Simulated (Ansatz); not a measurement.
The system is Hf2Pd2Se2Br2O3.

```
Hf Pd Se Br O
1.0
     7.58666   -1.70971   -1.17576
     7.58666    1.70971   -1.17576
    -2.02446    0.00000   13.05155
Hf Pd Se Br O
2 2 2 2 3
Direct
  0.94514 0.94514 0.06144
  0.60628 0.60628 0.28309
  0.17920 0.17920 0.50964
  0.32286 0.32286 0.74307
  0.92232 0.92232 0.84566
  0.78991 0.78991 0.58800
  0.58645 0.58645 0.04520
  0.24604 0.24604 0.28651
  0.59701 0.59701 0.42127
  0.38554 0.38554 0.07302
  0.03094 0.03094 0.22169
```

The cell was built by a generator and needn't be a form met in nature.

```yaml
Program: Ansatz 0.2.0
Task: relaxation of cell and atoms
Functional: PBEsol
Potentials_or_basis: all-electron PAW datasets made for the crystal
k_mesh: 5 × 5 × 2
Occupations: fermi-dirac, width 0.05 eV
Spin: no spin polarisation
```

At the start: volume 30.04 Å³/atom.

Question: How do energy, volume and symmetry change on relaxing?

Answer: Over 16 steps the energy falls by 16.3 meV/atom and the volume is 25.04 Å³/atom (-16.6 %); space group Cm (No. 8, to 0.05 Å).

Step by step:
| step | energy change (eV) | largest force (eV/Å) | volume (Å³) |
| --- | --- | --- | --- |
| 1 | 0.0000 | 0.3514 | 330.44 |
| 2 | -0.0792 | 0.5794 | 316.36 |
| 3 | -0.1259 | 0.2754 | 317.71 |
| 4 | -0.1401 | 0.3878 | 315.54 |
| 5 | -0.1416 | 0.4567 | 311.35 |
| 6 | -0.1554 | 0.0857 | 312.03 |
| 7 | -0.1570 | 0.0330 | 311.05 |
| 8 | -0.1580 | 0.0108 | 309.36 |
| 9 | -0.1596 | 0.0608 | 303.92 |
| 10 | -0.1627 | 0.1530 | 292.33 |
| 11 | -0.1676 | 0.1760 | 280.35 |
| 12 | -0.1723 | 0.1331 | 267.77 |
| 13 | -0.1742 | 0.1200 | 273.31 |
| 14 | -0.1792 | 0.0264 | 274.56 |
| 15 | -0.1794 | 0.0085 | 275.46 |
| 16 | -0.1791 | 0.0084 | 275.46 |

Final structure:
```
Hf Pd Se Br O
1.0
     6.36867   -1.68828   -1.52387
     6.36867    1.68828   -1.52387
    -2.25225    0.00000   13.34871
Hf Pd Se Br O
2 2 2 2 3
Direct
  0.93262 0.93262 0.05239
  0.61032 0.61032 0.29342
  0.16648 0.16648 0.49516
  0.32935 0.32935 0.73583
  0.94028 0.94028 0.85255
  0.80092 0.80092 0.58537
  0.60786 0.60786 0.06991
  0.28012 0.28012 0.31899
  0.56670 0.56670 0.41114
  0.35555 0.35555 0.04583
  0.02149 0.02149 0.21800
```

Caveat: the volume moved by over 15 % at a fixed basis, so the end points are rough.
